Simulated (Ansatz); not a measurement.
# C2H7NSSi: a ladder of functionals and wavefunction methods

An exercise on one series of results from a longer session: the logs are not shown, and one member is left open.

Computed with Ansatz 0.2.0, Gaussian basis. Level: functionals in def2-TZVPP, the program's frozen cores in correlated methods.

Levels to be run: PBE-D4, r2SCAN-D4, PBE0-D4, B3LYP-D4, ωB97X-V, ωB97M-V, B2PLYP; CCSD(T)/def2-TZVPP; MP2/def2-QZVPP; extrapolation to the limit.

## The relaxed structure

All runs share one geometry, relaxed beforehand with PBE0-D4 in a triple-zeta def2 set.

SMILES `[SiH3]N1CSC1`, 12 atoms, charge 0, spin multiplicity 1.

Atoms are counted from 1 here; the program's logs count them from 0.

Bond lengths: Si1–N2 1.719 Å, Si1–H6 1.486 Å, Si1–H7 1.486 Å, Si1–H8 1.494 Å, N2–C3 1.453 Å, N2–C5 1.453 Å, C3–S4 1.829 Å, C3–H9 1.096 Å, C3–H10 1.094 Å, S4–C5 1.829 Å, C5–H11 1.096 Å, C5–H12 1.094 Å. Angles: N2–Si1–H6 107.6°, N2–Si1–H7 107.6°, N2–Si1–H8 114.4°, H6–Si1–H7 111.4°, H6–Si1–H8 108.0°, H7–Si1–H8 108.0°, Si1–N2–C3 128.0°, Si1–N2–C5 128.0°, C3–N2–C5 100.6°, N2–C3–S4 91.8°, N2–C3–H9 115.1°, N2–C3–H10 114.2°, S4–C3–H9 112.2°, S4–C3–H10 113.4°, H9–C3–H10 109.4°, C3–S4–C5 75.3°, N2–C5–S4 91.8°, N2–C5–H11 115.1° and more.

The first run:

Input file in.yaml:

```yaml
crystal:
  periodic: [false, false, false]
  atoms:
    - {symbol: Si, position_ang: [-1.343998, 0.189112, 0.931819]}
    - {symbol: N, position_ang: [0.002063, 0.121200, -0.134593]}
    - {symbol: C, position_ang: [1.346662, 0.622741, 0.090874]}
    - {symbol: S, position_ang: [1.997570, -0.315942, -1.338073]}
    - {symbol: C, position_ang: [0.247105, -0.830449, -1.204478]}
    - {symbol: H, position_ang: [-1.361106, 1.541646, 1.546952]}
    - {symbol: H, position_ang: [-2.567929, -0.054240, 0.125104]}
    - {symbol: H, position_ang: [-1.310107, -0.818822, 2.034345]}
    - {symbol: H, position_ang: [1.806996, 0.309787, 1.035439]}
    - {symbol: H, position_ang: [1.445286, 1.706674, -0.019421]}
    - {symbol: H, position_ang: [0.146554, -1.884675, -0.920677]}
    - {symbol: H, position_ang: [-0.332094, -0.642332, -2.113291]}
basis:
  gaussian: {orbitals: def2-TZVPP}
hamiltonian: {xc: pbe, dispersion: d4}
output: {forces: true, orbitals: {seedname: orbitals}}
```

The run is started by

```
$ ansatz run in.yaml --threads 4 --pin off --events-out ev --progress --plain --max-ram 10444MiB
```

Among the steps run: PBE-D4 (GGA); r2SCAN-D4 (meta-GGA); PBE0-D4 (hybrid); B3LYP-D4 (hybrid); ωB97X-V (range-separated); ωB97M-V (range-separated); B2PLYP (double hybrid); CCSD(T) in def2-TZVPP; MP2 in def2-QZVPP.

One of the session's tables, all rows but one given; the rest of the session is left out.

```
            method  atomisation energy (eV)
            PBE-D4                   44.411
         r2SCAN-D4                   43.476
           PBE0-D4                        ?
          B3LYP-D4                   43.561
           ωB97X-V                   43.893
           ωB97M-V                   43.783
            B2PLYP                   42.948
     HF/def2-TZVPP                   30.754
    MP2/def2-TZVPP                   42.747
   CCSD/def2-TZVPP                   41.528
CCSD(T)/def2-TZVPP                   42.225
           MP2/CBS                   44.017
       CCSD(T)/CBS                   43.495
```

Q: Estimate the row for PBE0-D4 from the others.

**Answer.** atomisation energy (eV): 43.708. In the column «atomisation energy (eV)» it lies between B3LYP-D4 (43.561) and ωB97M-V (43.783).
